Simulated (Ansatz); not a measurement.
# FeBr: the cost of one run

Method: DFT PBE, scalar-relativistic, plane waves, PAW, in Ansatz 0.2.0.

### 1 The system as given

Symmetry: P-6m2, No. 187, hexagonal system. The conventional cell has a = 3.523 Å, b = 3.523 Å, c = 3.438 Å, α = 90.00°, β = 90.00°, γ = 120.00°. Around Fe (site symmetry -6m2) lie 6 Br at 2.66 Å. Br (site symmetry -6m2) is surrounded by 6 Fe at 2.66 Å.

As a file:

```xyz
2
Lattice="3.5226 0.0000 0.0000 -1.7613 3.0506 0.0000 0.0000 0.0000 3.4379" Properties=species:S:1:pos:R:3 pbc="T T T"
Fe    0.0000    0.0000    0.0000
Br    1.7613    1.0169    1.7189
```

Recipe of the guess: species swapped into a database cell of WC (P-6m2, No. 187), with Fe on the W sites and Br on the C sites. Lengths come from tabulated atomic sizes and are only a guess.

### 2 The guess as it stands, on a coarse mesh

input.yaml reads:

```yaml
crystal:
  lattice:
    - [3.52258227, 0.0, 0.0]
    - [-1.76129113, 3.05064573, 0.0]
    - [0.0, 0.0, 3.43786583]
  atoms:
    - { symbol: Fe, position: [0.0, 0.0, 0.0], spin: 4.0 }
    - { symbol: Br, position: [0.66666667, 0.33333333, 0.5] }
basis:
  ecutwfc: 420
kpoints:
  mp_grid: { grid: [6, 6, 6] }
hamiltonian:
  xc: pbe
scf:
  occupations: { method: gaussian, width: 0.1 }
  lower_state_search: "off"
output:
  forces: true
  stress: true
  eigenvalues: true
  populations: true
magnetization:
  spin_polarized: true
```

Started as:

```sh
> ansatz run input.yaml --threads 1 --pin off --max-ram 2048MiB --backend cpu --events-out ev --progress --plain --runs-dir out
```

Q: Estimate wall time and peak memory on 1 thread of Arm Neoverse V2, shared host.

About 7.3 s, with a peak of 0.36 GiB.
